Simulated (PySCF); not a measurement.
# C2H5FPSi: the cost of one run

Computed with PySCF 2.14.0 and routines of our own; the level stands in each step. Atoms count from 0.

## 1. The starting structure

10 atoms, charge 1, multiplicity 1; geometry from: GFN2-xTB.

## 2. Magnetic properties: GIAO PBE/pcSseg-1

Job settings and geometry (Å):

```
{"job": {"kind": "mag", "xc": "PBE", "basis": "pcSseg-1", "isotopologues": 2}, "charge": 1, "multiplicity": 1}
F     -1.622501    -2.348419    -0.292321
C     -1.029245    -1.236743    -0.138762
C     -0.142495    -0.343246    -0.037547
Si     1.749333     0.165360    -0.102463
P     -1.943160     0.500087     0.222184
H      1.784230     1.279007     0.839088
H      1.877846     0.543196    -1.504347
H      2.380506    -1.073505     0.326790
H     -1.459514     1.070342     1.394141
H     -1.586117     1.448576    -0.729292
```

Level: GIAO PBE/pcSseg-1 magnetisability, rotational g tensor and spin-rotation constants, non-relativistic, gas phase.

On the command line:

```
OMP_NUM_THREADS=1 python excited_run.py task.json out
```

This one command runs all jobs of the session in turn.

**Question.** How long does this first job take on 1 thread of Arm Neoverse V2, shared host, and how much memory does it need?

About 14 s, with a peak of 0.42 GiB.
